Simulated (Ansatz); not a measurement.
What does this script print? It uses Ansatz 0.2.0 through its Python package.

`c2h7fge.xyz`
```text
11

C    -0.73480    1.10520   -0.24340
C    -0.43740   -0.05830    0.60460
F    -1.56060   -0.89420    0.68360
Ge    1.13570   -1.02330   -0.17660
H    -1.07260    0.81550   -1.29350
H    -1.63330    1.71650    0.19900
H     0.11460    1.83790   -0.32120
H    -0.11150    0.30090    1.61730
H     1.40400   -2.23660    0.76360
H     2.29730   -0.09870   -0.24200
H     0.66400   -1.52200   -1.57090
```

`c2h7fge_tae.py`
```python
# -*- coding: utf-8 -*-
"""Energy to split C2H7FGe into its atoms."""

from collections import Counter

import ansatz as az

BASIS = "6-31G*"
FUNCTIONAL = "cam_b3lyp"


def energy_of(molecule, charge=0, unpaired=0):
    calc = (
        molecule.calculation()
        .basis(gaussian=BASIS)
        .functional(FUNCTIONAL)
    )
    if charge:
        calc = calc.charge(charge)
    if unpaired:
        calc = calc.spin("collinear", total=unpaired)
    return calc.run().report["free_energy_ev"]


def main():
    mol = az.Crystal.molecule_from_extxyz("c2h7fge.xyz")

    # Hund ground states
    unpaired = {"C": 2, "F": 1, "Ge": 2, "H": 1}
    counts = Counter(site.symbol for site in mol.cartesian_sites)
    atom_energy = {s: energy_of(az.Crystal.molecule().atom(s, (0, 0, 0)), 0, unpaired[s]) for s in counts}
    whole = energy_of(mol, 0, 0)
    for s, e in atom_energy.items():
        print(f"{s:2s} x{counts[s]}  {e:14.5f} eV")
    print(f"C2H7FGe: {whole:.5f} eV")
    split = sum(counts[s] * e for s, e in atom_energy.items()) - whole
    print(f"atomisation energy (no zero-point term): {96.485332 * split:.1f} kJ/mol, {split / sum(counts.values()):.3f} eV an atom")


if __name__ == "__main__":
    main()
```

Output of `python c2h7fge_tae.py`:
```text
C  x2     -1029.23364 eV
F  x1     -2712.74271 eV
Ge x1    -56511.63778 eV
H  x7       -13.51936 eV
C2H7FGe: -61415.99341 eV
atomisation energy (no zero-point term): 3715.7 kJ/mol, 3.501 eV an atom
```

3715.7 kJ/mol from the electronic energies, without the zero-point term.

Caveats:
- Total energies depend on the basis set; only differences at equal settings carry meaning.
- The geometry is a force-field or estimated start, not a minimum of this method, and the basis set is short of its limit. All parts are taken at fixed geometry, without zero-point energy.
- Hardware and time: 5.5 s on 1 thread of Arm Neoverse V2, with other jobs on the host, peak memory 0.28 GiB.
